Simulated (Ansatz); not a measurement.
# GaB2As3: the cost of one run

Computed with Ansatz 0.2.0 (DFT PBE, scalar-relativistic, plane waves, PAW, unless a step's input says otherwise).

**1. The structure to begin with**

It takes space group I-4m2 (No. 119, tetragonal). Conventional cell: a = 3.679 Å, b = 3.679 Å, c = 15.607 Å, α = 90.00°, β = 90.00°, γ = 90.00°. Ga (site symmetry -4m2) is surrounded by 4 As at 2.25 Å. B (site symmetry 2mm) is surrounded by 4 As at 2.25 Å. Around As (site symmetry 2mm) lie 2 Ga at 2.25 Å and 2 B at 2.25 Å. As (site symmetry -4m2) has 4 B at 2.25 Å as nearest neighbours.

Coordinates:

```xyz
6
Lattice="-1.8393 1.8393 7.8034 1.8393 -1.8393 7.8034 1.8393 1.8393 -7.8034" Properties=species:S:1:pos:R:3 pbc="T T T"
Ga    0.0000    0.0000    7.8034
B     0.0000    0.0000   13.0057
B     0.0000    0.0000    2.6011
As    0.0000    1.8393    1.3006
As    1.8393    0.0000    3.9017
As    0.0000    1.8393    6.5029
```

The start is an ordering of an alloy on its end members' structure types: elements ordered on the sites of the BAs type, B/Ga on B (I-4m2, No. 119).

**2. The guess as it stands, on a coarse mesh**

Input file input.yaml:

```yaml
crystal:
  lattice:
    - [-1.83929038, 1.83929038, 7.80344821]
    - [1.83929038, -1.83929038, 7.80344821]
    - [1.83929038, 1.83929038, -7.80344821]
  atoms:
    - { symbol: Ga, position: [0.5, 0.5, 0.0] }
    - { symbol: B, position: [0.83333333, 0.83333333, 0.0] }
    - { symbol: B, position: [0.16666667, 0.16666667, 0.0] }
    - { symbol: As, position: [0.58333333, 0.08333333, 0.5] }
    - { symbol: As, position: [0.25, 0.75, 0.5] }
    - { symbol: As, position: [0.91666667, 0.41666667, 0.5] }
basis:
  ecutwfc: 420
kpoints:
  mp_grid: { grid: [6, 6, 6] }
hamiltonian:
  xc: pbe
scf:
  occupations: { method: gaussian, width: 0.1 }
  lower_state_search: "off"
output:
  forces: true
  stress: true
  eigenvalues: true
```

On the command line:

```
$ ansatz run input.yaml --threads 1 --pin off --max-ram 2560MiB --backend cpu --events-out ev --progress --plain --runs-dir out
```

**Question.** How long does this run take on 1 thread of AMD EPYC 9R45 (Zen 5), shared host, and how much memory does it need?

About 3.5 s, with a peak of 0.44 GiB.
